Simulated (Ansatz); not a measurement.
# WS: the cost of one run

Program: Ansatz 0.2.0. Level of theory: DFT PBE, scalar-relativistic, plane waves, PAW. These are calculated values, not measurements.

4 further runs of the same task are left out: 4 set aside as unsound or not needed.

**1. Starting point**

Symmetry: P4/nmm, No. 129, tetragonal system. Conventional cell: a = 3.939 Å, b = 3.939 Å, c = 4.977 Å, α = 90.00°, β = 90.00°, γ = 90.00°. W (site symmetry 4mm) has 4 S at 2.29 Å as nearest neighbours. S (site symmetry -4m2) has 4 W at 2.29 Å as nearest neighbours.

Structure file:

```cif
data_structure
_symmetry_space_group_name_H-M 'P 1'
_symmetry_Int_Tables_number 1
_cell_length_a 3.9389
_cell_length_b 3.9389
_cell_length_c 4.9771
_cell_angle_alpha 90.000
_cell_angle_beta 90.000
_cell_angle_gamma 90.000
_cell_volume 77.22
loop_
_atom_site_label
_atom_site_type_symbol
_atom_site_fract_x
_atom_site_fract_y
_atom_site_fract_z
_atom_site_occupancy
W1 W 0.00000 0.50000 0.23510 1
W2 W 0.50000 0.00000 0.76490 1
S1 S 0.00000 0.00000 0.00000 1
S2 S 0.50000 0.50000 0.00000 1
```

This is candidate A: litharge type (P4/nmm, No. 129).

(A quick probe on a coarse mesh, which set the mesh and smearing, is not shown.)

**3. A loose first relaxation (candidate A)**

File input.yaml:

```yaml
crystal:
  lattice:
    - [3.9388880824, 0.0, 0.0]
    - [0.0, 3.9388880824, 0.0]
    - [0.0, 0.0, 4.9771276041]
  atoms:
    - { symbol: W, position: [0.0, 0.5, 0.2351] }
    - { symbol: W, position: [0.5, 0.0, 0.7649] }
    - { symbol: S, position: [0.0, 0.0, 0.0] }
    - { symbol: S, position: [0.5, 0.5, 0.0] }
basis:
  ecutwfc: 420
kpoints:
  mp_grid: { grid: [4, 4, 4] }
hamiltonian:
  xc: pbe
scf:
  occupations: { method: gaussian, width: 0.1 }
  lower_state_search: "off"
output:
  forces: true
  stress: true
  eigenvalues: true
relax:
  adjacent_minimum: "off"
  f_tol: 0.04
  max_steps: 70
  cell: { stress_tol: 0.4 }
```

On the command line:

```bash
> ansatz run input.yaml --threads 1 --pin off --max-ram 2560MiB --backend cpu --events-out ev --progress --plain --runs-dir out
```

Q: Estimate wall time and peak memory on 1 thread of Intel Xeon Platinum 8488C (Sapphire Rapids), shared host.

About 7.3 s, with a peak of 0.41 GiB.
